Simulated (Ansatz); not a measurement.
# CH6GaNO2: the cost of one run

Computed with Ansatz 0.2.0, Gaussian basis. Level: the settings change from run to run.

## Step 1: The geometry

An earlier PBE0-D4 in a triple-zeta def2 set relaxation fixed the geometry.

SMILES `C[O][Ga]([NH2])[OH]`, 11 atoms, charge 0, spin multiplicity 1.

Atoms are counted from 1 here; the program's logs count them from 0.

Bond lengths: C1–O2 1.408 Å, C1–H6 1.096 Å, C1–H7 1.096 Å, C1–H8 1.096 Å, O2–Ga3 1.771 Å, Ga3–N4 1.810 Å, Ga3–O5 1.785 Å, N4–H9 1.007 Å, N4–H10 1.006 Å, O5–H11 0.958 Å. Angles: O2–C1–H6 109.7°, O2–C1–H7 113.2°, O2–C1–H8 109.7°, H6–C1–H7 108.0°, H6–C1–H8 108.0°, H7–C1–H8 108.0°, C1–O2–Ga3 122.4°, O2–Ga3–N4 119.2°, O2–Ga3–O5 115.6°, N4–Ga3–O5 125.1°, Ga3–N4–H9 119.1°, Ga3–N4–H10 121.2°, H9–N4–H10 111.2°, Ga3–O5–H11 114.6°.

## Step 2: RPBE/ANO-RCC-VTZP

Input file in.yaml:

```yaml
crystal:
  periodic: [false, false, false]
  atoms:
    - {symbol: C, position_ang: [-1.248516, -1.377308, 0.966319]}
    - {symbol: O, position_ang: [-0.460609, -0.214446, 1.063103]}
    - {symbol: Ga, position_ang: [0.421581, 0.453137, -0.319962]}
    - {symbol: N, position_ang: [1.509120, 1.877764, -0.068346]}
    - {symbol: O, position_ang: [0.222816, -0.428553, -1.858744]}
    - {symbol: H, position_ang: [-2.281639, -1.148269, 1.250708]}
    - {symbol: H, position_ang: [-1.261365, -1.808208, -0.041214]}
    - {symbol: H, position_ang: [-0.869101, -2.139164, 1.656535]}
    - {symbol: H, position_ang: [1.420523, 2.418103, 0.776675]}
    - {symbol: H, position_ang: [1.800754, 2.453456, -0.840065]}
    - {symbol: H, position_ang: [0.746446, -0.086521, -2.585008]}
basis:
  gaussian: {orbitals: ANO-RCC-VTZP}
hamiltonian: {xc: {name: RPBE}}
output: {forces: true}
```

Run with:

```bash
$ ansatz run in.yaml --threads 4 --pin off --events-out ev --progress --plain --max-ram 10444MiB
```

**Question.** How long does this run take on 4 threads of Arm Neoverse V1, shared host, and how much memory does it need?

About 8 s, with a peak of 0.5 GiB.
